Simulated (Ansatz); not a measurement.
# BN: the cost of one run

Method: DFT r2SCAN+D3(BJ), scalar-relativistic, plane waves, PAW, in Ansatz 0.2.0.

The COD entry's cell or inner coordinates are ideal or old and differ from later refinements, so a difference from it is no clean test against experiment.

2 further runs of the same task are left out: 2 set aside as unsound or not needed.

## (1) The system as given

It takes space group P6_3/mmc (No. 194, hexagonal). Conventional cell: a = 2.498 Å, b = 2.498 Å, c = 6.573 Å, α = 90.00°, β = 90.00°, γ = 120.00°. B (site symmetry -6m2) is surrounded by 3 N at 1.44 Å. N (site symmetry -6m2) has 3 B at 1.44 Å as nearest neighbours.

Coordinates:

```cif
data_structure
_symmetry_space_group_name_H-M 'P 1'
_symmetry_Int_Tables_number 1
_cell_length_a 2.4982
_cell_length_b 2.4982
_cell_length_c 6.5725
_cell_angle_alpha 90.000
_cell_angle_beta 90.000
_cell_angle_gamma 120.000
_cell_volume 35.52
loop_
_atom_site_label
_atom_site_type_symbol
_atom_site_fract_x
_atom_site_fract_y
_atom_site_fract_z
_atom_site_occupancy
B1 B 0.33333 0.66667 0.25000 1
B2 B 0.66667 0.33333 0.75000 1
N1 N 0.33333 0.66667 0.75000 1
N2 N 0.66667 0.33333 0.25000 1
```

This cell was relaxed beforehand with the same method: volume 8.88 Å³/atom, gap on the mesh 4.83 eV.

## (2) Phonons at the zone centre

input.yaml

```yaml
crystal:
  lattice:
    - [2.4981885028, 0.0, 0.0]
    - [-1.2490942514, 2.1634947068, 0.0]
    - [0.0, 0.0, 6.5725290555]
  atoms:
    - { symbol: B, position: [0.3333333333, 0.6666666667, 0.25] }
    - { symbol: B, position: [0.6666666667, 0.3333333333, 0.75] }
    - { symbol: "N", position: [0.3333333333, 0.6666666667, 0.75] }
    - { symbol: "N", position: [0.6666666667, 0.3333333333, 0.25] }
basis:
  ecutwfc: 500
kpoints:
  mp_grid: { grid: [12, 12, 4] }
hamiltonian:
  xc: r2scan
  dispersion: d3bj
scf:
  occupations: { method: fixed }
output:
  eigenvalues: true
phonons:
  method: dfpt
  dielectric: true
  rigid_motions: translations
  eigenvectors: true
```

Started as:

```
ansatz run input.yaml --threads 2 --pin off --max-ram 5120MiB --backend cpu --events-out ev --progress --plain --runs-dir out
```

**Question.** How long does this run take on 2 threads of AMD EPYC 7R13 (Zen 3), shared host, and how much memory does it need?

About 51 s, with a peak of 1.1 GiB.
